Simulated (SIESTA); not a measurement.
The system is Mn3Si.

```
CELL_PARAMETERS angstrom
2.79120 0.00000 0.00000
0.00000 2.79120 0.00000
0.00000 0.00000 5.68433
ATOMIC_POSITIONS crystal
Mn 0.50000 0.50000 0.00000
Mn 0.00000 0.00000 0.25345
Mn 0.00000 0.00000 0.74655
Si 0.50000 0.50000 0.50000
```

Measurements of this composition are mostly on another form, of space group No. 225.

- Program: SIESTA 5.4.2
- Task: single point
- Functional: PBEsol
- Potentials or basis: PseudoDojo 0.4 standard (PBEsol files)
- Basis: DZP (energy shift 0.003 Ry; two zetas on semicore shells)
- Grid cutoff: 800 Ry
- Energy shift: 0.003 Ry
- k mesh: 10 × 10 × 5
- Occupations: fermi-dirac, width 0.05 eV
- Spin: collinear spin, ferromagnetic start
- Starting moments: [4.0, 4.0, 4.0, 0.0] μB

On this cell: pressure -9.3 GPa; largest force 0.094 eV/Å; net moment 1.12 μB per cell; site moments Mn +1.99, -0.45; Si +0.02 μB; band gap on the k mesh none (metal or under the smearing width).

The same run follows on a disturbed copy (atoms moved at random, drawn with an rms of 0.05 Å):

```xyz
4
Lattice="2.7912 0.0000 0.0000 0.0000 2.7912 0.0000 0.0000 0.0000 5.6843" Properties=species:S:1:pos:R:3 pbc="T T T"
Mn    1.3963    1.3766   -0.0058
Mn    0.0603    0.0128    1.4475
Mn   -0.0235   -0.0301    4.2904
Si    1.4254    1.3422    2.9043
```

Question: What changes?

Answer: The energy (extrapolated to zero smearing) moves by +13.5 meV/atom; pressure -9.3 GPa; largest force 0.615 eV/Å; net moment 1.12 μB per cell; site moments Mn +1.90, -0.53, -0.28; Si +0.02 μB; band gap on the k mesh none (metal or under the smearing width).

Forces on the atoms (eV/Å):
```
Mn   0.113  0.019  0.533
Mn  -0.415 -0.386  0.223
Mn   0.455  0.004 -0.275
Si  -0.152  0.355 -0.479
```

Stress tensor (GPa, compression positive):
```
-9.61  0.02 -0.09
 0.02 -9.64 -0.30
-0.09 -0.30 -8.63
```

Caveats: short orbitals over semicore shells can move pressures by several GPa; the basis of atomic orbitals isn't converged, which shifts pressures, moduli and gaps.
